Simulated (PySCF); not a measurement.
# C₆H₉NO: a tour of settings, part 2 of 2

PySCF 2.14.0. Atoms count from 0. The steps go on from the part before.

## 4. NMR shieldings: PBE0/MINI in chloroform

The job: settings as JSON, then the geometry in Å.

```
{"job": {"kind": "nmr", "xc": "PBE0", "basis": "MINI", "solvent": "chloroform", "pop": true}, "charge": 0, "multiplicity": 1}
C      2.397232    -0.264281    -0.248424
C      1.305071     0.782397    -0.210357
O      1.518703     1.973921    -0.328982
N      0.054622     0.307590    -0.032479
C     -1.084179     1.211945     0.025189
C     -2.236920     0.285952     0.225672
C     -1.835411    -0.971910     0.280987
C     -0.348689    -1.074747     0.124564
H      2.226660    -0.961527    -1.065867
H      2.421760    -0.821782     0.685475
H      3.351103     0.234124    -0.394208
H     -0.966518     1.925927     0.849257
H     -1.162216     1.793573    -0.901321
H     -3.244004     0.650538     0.307839
H     -2.444881    -1.846368     0.417454
H     -0.076558    -1.679033    -0.751719
H      0.117227    -1.534289     1.007008
```

Level: GIAO PBE0/MINI NMR shielding, non-relativistic, IEF-PCM chloroform.

Standard output:

```text
coarse grid: 14248 points
cycle   1  E = -360.6098857494  dE =  1.813e+00  |g| = 5.674e-01  |ddm| = 6.428e+00
cycle   2  E = -360.3182460437  dE =  2.916e-01  |g| = 1.211e+00  |ddm| = 2.618e+00
cycle   3  E = -360.7295782571  dE = -4.113e-01  |g| = 1.009e-01  |ddm| = 1.755e+00
cycle   4  E = -360.7319263447  dE = -2.348e-03  |g| = 4.731e-02  |ddm| = 1.873e-01
cycle   5  E = -360.7325469219  dE = -6.206e-04  |g| = 7.236e-03  |ddm| = 7.328e-02
cycle   6  E = -360.7325630965  dE = -1.617e-05  |g| = 1.427e-03  |ddm| = 1.343e-02
cycle   7  E = -360.7325636362  dE = -5.396e-07  |g| = 4.813e-04  |ddm| = 2.596e-03
final grid: 137800 points
cycle   8  E = -360.7367040862  dE = -1.485e-05  |g| = 4.862e-03  |ddm| = 2.304e-02
cycle   9  E = -360.7366963335  dE =  7.753e-06  |g| = 7.142e-03  |ddm| = 1.924e-02
cycle  10  E = -360.7367116756  dE = -1.534e-05  |g| = 1.246e-03  |ddm| = 1.222e-02
cycle  11  E = -360.7367121431  dE = -4.675e-07  |g| = 9.670e-05  |ddm| = 1.963e-03
cycle  12  E = -360.7367121458  dE = -2.711e-09  |g| = 3.302e-05  |ddm| = 2.152e-04
cycle  13  E = -360.7367121461  dE = -2.975e-10  |g| = 1.501e-05  |ddm| = 6.840e-05
converged SCF energy = -360.7367121461

GIAO shielding tensors (ppm)
atom      isotropic    diamagn.    paramagn.     s11        s22        s33       span
  0 C      195.569     239.891     -44.322    183.243    187.820    215.644     32.401
  1 C      123.030     241.950    -118.920     39.357    164.588    165.145    125.788
  2 O     -187.242     384.245    -571.487   -763.266   -235.570    437.109   1200.375
  3 N      212.544     294.753     -82.209    129.379    176.408    331.846    202.468
  4 C      166.809     235.982     -69.172    152.610    161.920    185.898     33.287
  5 C      115.143     246.906    -131.763     35.491    122.914    187.024    151.533
  6 C      114.458     245.825    -131.367     36.329    124.244    182.802    146.473
  7 C      167.533     234.362     -66.829    155.251    162.610    184.737     29.487
  8 H       28.630      24.705       3.925     23.107     27.939     34.844     11.738
  9 H       28.630      24.695       3.935     23.103     27.948     34.840     11.737
 10 H       28.350      28.907      -0.558     22.429     26.130     36.490     14.062
 11 H       26.625      25.865       0.761     20.182     25.465     34.230     14.048
 12 H       26.613      25.880       0.733     20.165     25.471     34.204     14.039
 13 H       24.157      28.993      -4.837     21.251     22.707     28.512      7.261
 14 H       24.114      28.127      -4.013     20.998     22.825     28.520      7.522
 15 H       26.753      24.696       2.057     20.099     26.743     33.417     13.318
 16 H       26.761      24.686       2.075     20.112     26.730     33.441     13.329
```

Run time: 5.8 s. Hardware: 1 thread of Arm Neoverse V1, shared host; peak memory 0.49 GiB.

Key values: σ C6 114.5, C5 115.1, C1 123.0, C4 166.8, H14 24.11, H13 24.16 ppm.

## 5. Excited states and response: PBE0/def2-SVP

The job, as its differences from that of step 4:

```diff
@@ -1,2 +1,2 @@
-{"job": {"kind": "nmr", "xc": "PBE0", "basis": "MINI", "solvent": "chloroform", "pop": true}, "charge": 0, "multiplicity": 1}
+{"job": {"kind": "uv", "xc": "PBE0", "basis": "def2-SVP", "nstates": 1, "ntriplets": 5, "tda": true}, "charge": 0, "multiplicity": 1}
 C      2.397232    -0.264281    -0.248424
```

Level: TDA PBE0/def2-SVP, vertical, gas phase, core orbitals frozen in the response.

Standard output:

```text
coarse grid: 14248 points
cycle   1  E = -363.1321947448  dE =  1.339e+00  |g| = 8.394e-01  |ddm| = 4.373e+00
cycle   2  E = -362.6274408490  dE =  5.048e-01  |g| = 1.782e+00  |ddm| = 3.882e+00
cycle   3  E = -363.2758746845  dE = -6.484e-01  |g| = 1.779e-01  |ddm| = 3.089e+00
cycle   4  E = -363.2825097718  dE = -6.635e-03  |g| = 7.715e-02  |ddm| = 2.419e-01
cycle   5  E = -363.2837601078  dE = -1.250e-03  |g| = 2.139e-02  |ddm| = 7.410e-02
cycle   6  E = -363.2838560928  dE = -9.598e-05  |g| = 5.455e-03  |ddm| = 2.074e-02
cycle   7  E = -363.2838623385  dE = -6.246e-06  |g| = 1.306e-03  |ddm| = 5.835e-03
final grid: 137800 points
cycle   8  E = -363.3399205761  dE = -2.910e-05  |g| = 1.284e-02  |ddm| = 4.386e-02
cycle   9  E = -363.3398367137  dE =  8.386e-05  |g| = 2.408e-02  |ddm| = 3.580e-02
cycle  10  E = -363.3399557823  dE = -1.191e-04  |g| = 2.742e-03  |ddm| = 2.564e-02
cycle  11  E = -363.3399574496  dE = -1.667e-06  |g| = 2.417e-04  |ddm| = 2.713e-03
cycle  12  E = -363.3399574584  dE = -8.766e-09  |g| = 1.440e-04  |ddm| = 3.887e-04
cycle  13  E = -363.3399574631  dE = -4.744e-09  |g| = 4.657e-05  |ddm| = 1.748e-04
cycle  14  E = -363.3399574637  dE = -5.340e-10  |g| = 1.255e-05  |ddm| = 6.249e-05
converged SCF energy = -363.3399574637

Static polarisability (au): isotropic 68.147, principal 46.084 78.878 79.480

Singlet excitations
state   eV       nm        f      main configurations
  1   5.7953    213.9   0.04122   H->L 0.95

Triplet excitations (Tamm-Dancoff, eV): 4.3611 5.2266 5.2320 5.8386 6.2538
```

Run time: 16 s. Hardware: 1 thread of Arm Neoverse V1, shared host; peak memory 0.74 GiB.

Key values: HOMO -6.64 eV, LUMO 0.25 eV; lowest singlet 5.80 eV.

## 6. NMR shieldings: wB97X-D/6-31G*

The job, as its differences from that of step 5:

```diff
@@ -1,2 +1,2 @@
-{"job": {"kind": "uv", "xc": "PBE0", "basis": "def2-SVP", "nstates": 1, "ntriplets": 5, "tda": true}, "charge": 0, "multiplicity": 1}
+{"job": {"kind": "nmr", "xc": "wB97X-D", "basis": "6-31G*", "pop": false, "scf": {"guess": "sap", "aux": "def2-universal-jkfit"}}, "charge": 0, "multiplicity": 1}
 C      2.397232    -0.264281    -0.248424
```

Level: GIAO wB97X-D/6-31G* NMR shielding, non-relativistic, gas phase.

Standard output:

```text
final grid: 137800 points
cycle   1  E = -354.0146854729  dE =  5.471e+00  |g| = 6.071e+00  |ddm| = 3.135e+01
cycle   2  E = -326.2011045535  dE =  2.781e+01  |g| = 1.087e+01  |ddm| = 3.166e+01
cycle   3  E = -363.5372825306  dE = -3.734e+01  |g| = 1.139e+00  |ddm| = 9.511e+00
cycle   4  E = -363.7473080411  dE = -2.100e-01  |g| = 7.663e-01  |ddm| = 1.851e+00
cycle   5  E = -363.8878059442  dE = -1.405e-01  |g| = 1.392e-01  |ddm| = 7.249e-01
cycle   6  E = -363.8911588977  dE = -3.353e-03  |g| = 8.728e-02  |ddm| = 2.061e-01
cycle   7  E = -363.8930313680  dE = -1.872e-03  |g| = 8.593e-03  |ddm| = 7.879e-02
cycle   8  E = -363.8930572796  dE = -2.591e-05  |g| = 4.889e-03  |ddm| = 1.569e-02
cycle   9  E = -363.8930629993  dE = -5.720e-06  |g| = 1.827e-03  |ddm| = 6.279e-03
cycle  10  E = -363.8930640202  dE = -1.021e-06  |g| = 6.831e-04  |ddm| = 2.636e-03
cycle  11  E = -363.8930641413  dE = -1.210e-07  |g| = 1.777e-04  |ddm| = 8.867e-04
cycle  12  E = -363.8930641511  dE = -9.842e-09  |g| = 7.182e-05  |ddm| = 2.770e-04
cycle  13  E = -363.8930641532  dE = -2.084e-09  |g| = 1.496e-05  |ddm| = 1.642e-04
cycle  14  E = -363.8930641533  dE = -7.594e-11  |g| = 8.460e-06  |ddm| = 3.133e-05
converged SCF energy = -363.8930641533

GIAO shielding tensors (ppm)
atom      isotropic    diamagn.    paramagn.     s11        s22        s33       span
  0 C      173.968     254.538     -80.571    155.353    169.054    197.496     42.143
  1 C       40.482     244.420    -203.938    -35.453     45.932    110.967    146.420
  2 O      -59.866     398.467    -458.334   -358.113   -147.853    326.366    684.479
  3 N      153.384     327.133    -173.748     61.570    141.047    257.537    195.967
  4 C      143.408     246.886    -103.478    122.391    140.103    167.730     45.338
  5 C       73.063     257.105    -184.042    -25.641     85.793    159.036    184.677
  6 C       75.951     256.674    -180.723    -20.186     95.181    152.860    173.046
  7 C      143.607     249.255    -105.648    121.111    141.733    167.979     46.868
  8 H       30.693      31.379      -0.686     26.958     30.723     34.398      7.440
  9 H       30.694      31.384      -0.691     26.957     30.729     34.394      7.437
 10 H       30.692      29.297       1.394     26.627     29.391     36.056      9.428
 11 H       28.257      30.679      -2.421     23.847     27.310     33.614      9.768
 12 H       28.250      30.669      -2.420     23.831     27.318     33.600      9.768
 13 H       26.594      28.290      -1.695     25.507     25.764     28.513      3.006
 14 H       26.803      28.597      -1.794     25.425     26.107     28.876      3.451
 15 H       28.371      31.830      -3.460     24.133     28.145     32.834      8.701
 16 H       28.373      31.838      -3.465     24.141     28.132     32.845      8.705
```

Wall time 20 s (1 thread of Arm Neoverse V1, shared host); peak memory 0.66 GiB.

This run: δ C1 156.4, C5 123.8, C6 120.9, C4 53.4, H13 5.92, H14 5.71 ppm.

## 7. Run by run: NMR shifts

Isotropic shieldings (ppm) of some atoms, chosen among heavy atoms and hydrogens apart, with basis size and wall time:

| run | C1 | C5 | C6 | H13 | H14 | O2 | N3 | functions | time |
| --- | --- | --- | --- | --- | --- | --- | --- | --- | --- |
| PBE0/pcSseg-1 | 17.9 | 50.6 | 54.2 | 25.59 | 25.81 | -109.5 | 133.9 | 181 | 31 s |
| PBE0/MINI in chloroform | 123.0 | 115.1 | 114.5 | 24.16 | 24.11 | -187.2 | 212.5 | 49 | 5.8 s |
| wB97X-D/6-31G* | 40.5 | 73.1 | 76.0 | 26.59 | 26.80 | -59.9 | 153.4 | 130 | 20 s |

## 8. Comparing the runs: electronic excitations

Excitations and ground-state properties, with basis size and wall time:

| run | lowest singlet (eV) | brightest (eV) | f | gap (eV) | α (Å³) | μ (D) | functions | time |
| --- | --- | --- | --- | --- | --- | --- | --- | --- |
| PBE0/def2-SVPD | 5.74 | 6.81 | 0.137 | 6.87 | 11.65 | 4.13 | 235 | 44 s |
| PBE0/def2-SVP | 5.80 | 5.80 | 0.041 | 6.89 | 10.10 | 3.88 | 157 | 16 s |

## 9. Results

What follows sums up all 2 parts.

| quantity | value |
| --- | --- |
| 13C shifts against TMS (PBE0/pcSseg-1) | 169.0, 136.3, 132.7, 58.1, 57.8, 24.2 ppm |
| 1H shifts against TMS (PBE0/pcSseg-1, means over atoms taken as alike) | 6.13, 5.90, 4.42, 4.31, 1.98 ppm |
| 17O shifts against H2O (PBE0/pcSseg-1) | 445.6 ppm |
| 15N shifts against NH3 (PBE0/pcSseg-1) | 133.8 ppm |
| surface potential, 1st and 99th percentile | -2.17 V and 1.10 V |
| lowest singlet (PBE0/def2-SVPD) | 5.74 eV (216 nm), f = 0.034 |
| brightest single state of those computed | state 6, 6.81 eV, f = 0.137 |
| lowest triplet | 4.34 eV |
| range of the shielding of O2 | -187.2 to -59.9 ppm |
| range of the lowest singlet | 5.74 to 5.80 eV |
| property runs in this session | 5, of which 0 failed and 1 gave unsound results |

In words: Single values in the summary come from the first run of each kind that ended normally (PBE0/pcSseg-1; PBE0/def2-SVPD), which need not be the best level. The most deshielded carbon is C1 (amide carbonyl carbon), at 169.0 ppm: it is a carbonyl in resonance with an O or N lone pair, the region of acids, esters and amides. At PBE0/pcSseg-1: Shielding is most anisotropic at O2 (span 724 ppm, paramagnetic term -511 ppm). The lowest singlet, at 5.74 eV, is HOMO→LUMO 0.97 and is weak; of the 6 states computed, the strongest absorption comes from state 6 at 6.81 eV (the last computed, so partners may be missing). The lowest triplet lies 1.40 eV below the lowest singlet (triplets in Tamm-Dancoff, singlets in full TDDFT). Across the 3 runs the shielding of O2 moves most, between -187.2 (PBE0/MINI in chloroform) and -59.9 ppm (wB97X-D/6-31G*). A minimal basis is unusable for shieldings, so that end is no result. The lowest singlet runs from 5.74 eV (PBE0/def2-SVPD) to 5.80 eV (PBE0/def2-SVP), while the orbital gap spans 6.87 to 6.89 eV. The lowest state need not be the same one in every run. The runs solved for a few states only, so the brightest column depends on that window.
